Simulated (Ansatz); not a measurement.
**CH₇BOSSi: up Jacob's ladder to CCSD(T)**

Aim: compute CH₇BOSSi with functionals from several rungs and with coupled cluster. The yardstick is the atomisation energy at the CCSD(T) limit.

Program: Ansatz 0.2.0, Gaussian basis. Level of theory: functionals in def2-TZVPP, the program's frozen cores in correlated methods. These are calculated values, not measurements.

Levels to be run: LDA (SPW92), PBE-D4, revPBE-D4, BLYP-D4, r2SCAN-D4, B97M-V, PBE0-D4, B3LYP-D4, r2SCANh-D4, r2SCAN0-D4, HSE06-D4, BHLYP-D4, CAM-B3LYP-D4, LC-ωPBE, ωB97X-V, ωB97M-V, B2PLYP, PBE-QIDH; CCSD(T)/def2-SVP; CCSD(T)/def2-TZVPP; MP2/def2-QZVPP; extrapolation to the limit; RPA on PBE.

### Step 1. Structure used throughout

All runs share one geometry, relaxed beforehand with PBE0-D4 in a triple-zeta def2 set.

SMILES `CB(S)O[SiH3]`, 12 atoms, charge 0, spin multiplicity 1.

Atoms are counted from 1 here; the program's logs count them from 0.

Bond lengths: C1–B2 1.566 Å, C1–H6 1.095 Å, C1–H7 1.095 Å, C1–H8 1.091 Å, B2–S3 1.821 Å, B2–O4 1.358 Å, S3–H9 1.344 Å, O4–Si5 1.642 Å, Si5–H10 1.481 Å, Si5–H11 1.488 Å, Si5–H12 1.483 Å. Angles: B2–C1–H6 109.7°, B2–C1–H7 109.6°, B2–C1–H8 114.2°, H6–C1–H7 106.3°, H6–C1–H8 108.4°, H7–C1–H8 108.4°, C1–B2–S3 117.8°, C1–B2–O4 119.2°, S3–B2–O4 123.1°, B2–S3–H9 98.6°, B2–O4–Si5 142.0°, O4–Si5–H10 107.8°, O4–Si5–H11 111.4°, O4–Si5–H12 108.8°, H10–Si5–H11 109.4°, H10–Si5–H12 110.3°, H11–Si5–H12 109.2°.

### Step 2. LDA

This LDA is Slater exchange with PW92 correlation.

in.yaml

```yaml
crystal:
  periodic: [false, false, false]
  atoms:
    - {symbol: C, position_ang: [-1.735566, -0.247879, 1.240992]}
    - {symbol: B, position_ang: [-0.445220, -0.459237, 0.380081]}
    - {symbol: S, position_ang: [0.137098, -2.166328, 0.130216]}
    - {symbol: O, position_ang: [0.185930, 0.622805, -0.144083]}
    - {symbol: Si, position_ang: [1.441730, 1.044896, -1.114010]}
    - {symbol: H, position_ang: [-1.509402, 0.406582, 2.089304]}
    - {symbol: H, position_ang: [-2.493875, 0.272177, 0.646235]}
    - {symbol: H, position_ang: [-2.172794, -1.170189, 1.625144]}
    - {symbol: H, position_ang: [1.224586, -1.901323, -0.613522]}
    - {symbol: H, position_ang: [2.124912, 2.202117, -0.491408]}
    - {symbol: H, position_ang: [2.408543, -0.075924, -1.267426]}
    - {symbol: H, position_ang: [0.911258, 1.417103, -2.447524]}
basis:
  gaussian: {orbitals: def2-TZVPP}
hamiltonian: {xc: lda}
output: {orbitals: {seedname: orbitals}}
```

Run with:

```console
ansatz run in.yaml --threads 4 --pin off --events-out ev --progress --plain --max-ram 10444MiB
```

The runs that follow: PBE-D4 (GGA); revPBE-D4 (GGA); BLYP-D4 (GGA); r2SCAN-D4 (meta-GGA); B97M-V (meta-GGA); B3LYP-D4 (hybrid); r2SCANh-D4 (hybrid); r2SCAN0-D4 (hybrid); HSE06-D4 (hybrid); BHLYP-D4 (hybrid); CAM-B3LYP-D4 (range-separated); LC-ωPBE (range-separated); ωB97X-V (range-separated); ωB97M-V (range-separated); B2PLYP (double hybrid); PBE-QIDH (double hybrid); CCSD(T) in def2-SVP; CCSD(T) in def2-TZVPP; MP2 in def2-QZVPP; RPA on PBE orbitals.

Q: Predict the results of all the runs planned. Wanted: atomisation energy, CCSD(T)/CBS; farthest beyond LDA; mean size of error, GGA; mean size of error, meta-GGA; mean size of error, hybrid; mean size of error, range-separated; mean size of error, double hybrid; gap, smallest and largest; T1 diagnostic.

As calculated:

```
                               quantity                                             value
        atomisation energy, CCSD(T)/CBS                                     4430.9 kJ/mol
 functionals within 22.2 kJ/mol (0.5 %)  PBE0-D4, B3LYP-D4, r2SCANh-D4, HSE06-D4, ωB97X-V
                    farthest beyond LDA                           BHLYP-D4 (-86.5 kJ/mol)
                mean size of error, GGA                                       38.7 kJ/mol
           mean size of error, meta-GGA                                       29.5 kJ/mol
             mean size of error, hybrid                                       22.7 kJ/mol
    mean size of error, range-separated                                       24.7 kJ/mol
      mean size of error, double hybrid                                       35.7 kJ/mol
              gap, smallest and largest         5.50 eV (LDA (SPW92)), 12.58 eV (LC-ωPBE)
                          T1 diagnostic                                            0.0124
triples share of the correlation energy                                             3.8 %
```

**Reading.** The LDA atomisation energy is off by 568.1 kJ/mol (13 %): it overbinds. PBE-D4 is off by +39.7 kJ/mol. Double hybrids carry the basis error of their MP2 part in triple zeta, and no dispersion term here, so their miss is partly the set-up's. By mean error the best rung here is hybrid (22.7 kJ/mol) and the worst beyond LDA is GGA (38.7 kJ/mol). The gap between the best rungs is small, so their order is not settled. Misses under about 22.2 kJ/mol are within the doubt on the reference itself, which lacks core-valence correlation, relativity and higher excitations. Hartree-Fock recovers 76 % of the binding; the rest is correlation. CCSD(T) in def2-SVP is off by -242.2 kJ/mol, more than most functionals: a good method in a small basis is no reference. The gap grows from 5.5 to 12.6 eV across the functionals, mostly with the share of exact exchange.
